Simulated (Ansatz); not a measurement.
# CH5OPSeSi: the cost of one run

The runs use Ansatz 0.2.0; RKS PBE-D4/def2-SVP.

## Step 1: Where the work starts

SMILES `OP1[SiH2]C[Se]1`, 10 atoms, charge 0, spin multiplicity 1.

Atoms are counted from 1 here; the program's logs count them from 0.

Bond lengths: O1–P2 1.705 Å, O1–H6 0.978 Å, P2–Si3 2.300 Å, P2–Se5 2.344 Å, Si3–C4 1.901 Å, Si3–H7 1.509 Å, Si3–H8 1.503 Å, C4–Se5 2.004 Å, C4–H9 1.108 Å, C4–H10 1.106 Å. Angles: P2–O1–H6 107.9°, O1–P2–Si3 94.6°, O1–P2–Se5 104.9°, Si3–P2–Se5 75.7°, P2–Si3–C4 92.8°, P2–Si3–H7 116.4°, P2–Si3–H8 109.0°, C4–Si3–H7 117.3°, C4–Si3–H8 110.7°, H7–Si3–H8 109.6°, Si3–C4–Se5 93.7°, Si3–C4–H9 117.0°, Si3–C4–H10 114.4°, Se5–C4–H9 111.1°, Se5–C4–H10 109.4°, H9–C4–H10 110.0°, P2–Se5–C4 88.9°.

As a file:

```xyz
10

O    -1.84414    0.88936    0.92741
P    -1.68917   -0.43873   -0.13128
Si    0.47058   -0.92344    0.49383
C     1.20314    0.37903   -0.68131
Se   -0.38166    0.35389   -1.90791
H    -2.71935    1.29735    0.77235
H     0.79075   -0.78998    1.96236
H     0.81425   -2.31100    0.02802
H     2.13028    0.10490   -1.22211
H     1.30841    1.38742   -0.23835
```

This geometry comes from a loose relaxation at PBE in a small basis, which is not shown.

## Step 3: The grid

First coordinate, ring dihedral P2–Si3–C4–Se5: 9 values from −40 to 40 °. Second coordinate, dihedral H6–O1–P2–Si3: 10 values from −180 to 144 °, periodic.

Relaxed at each point: all other coordinates. Energies count from the relaxed molecule at the same level. Points are written as (first, second).

(The set-up runs are not shown.)

## Step 4: The run at (−30°, −180°)

input.yaml reads:

```yaml
crystal:
  periodic: [false, false, false]
  atoms:
    - { symbol: O, position_ang: [-1.819168, 0.939094, 0.92308] }
    - { symbol: P, position_ang: [-1.67802, -0.404765, -0.117706] }
    - { symbol: Si, position_ang: [0.475518, -0.954954, 0.471403] }
    - { symbol: C, position_ang: [1.175936, 0.406678, -0.654298] }
    - { symbol: Se, position_ang: [-0.357549, 0.265781, -1.936182] }
    - { symbol: H, position_ang: [-2.718335, 1.296096, 0.782162] }
    - { symbol: H, position_ang: [0.737486, -0.701098, 1.934485] }
    - { symbol: H, position_ang: [0.853467, -2.368239, 0.116736] }
    - { symbol: H, position_ang: [2.05382, 0.041825, -1.222929] }
    - { symbol: H, position_ang: [1.392416, 1.411275, -0.241336] }
basis:
  gaussian: { orbitals: def2-SVP }
hamiltonian:
  xc: pbe
  dispersion: d4
output:
  forces: true
relax:
  f_tol: 0.02
  max_steps: 50
  escape_saddle: false
  constraints: [{ sites: [1, 2, 3, 4] }, { sites: [5, 0, 1, 2] }]
scf:
  lower_state_search: "off"
```

Started as:

```console
$ ansatz run input.yaml --threads 1 --pin off --max-ram 2560MiB --backend cpu --events-out ev --progress --plain --runs-dir out
```

Q: Estimate wall time and peak memory on 1 thread of Arm Neoverse V1, shared host.

About 22 s, with a peak of 0.17 GiB.
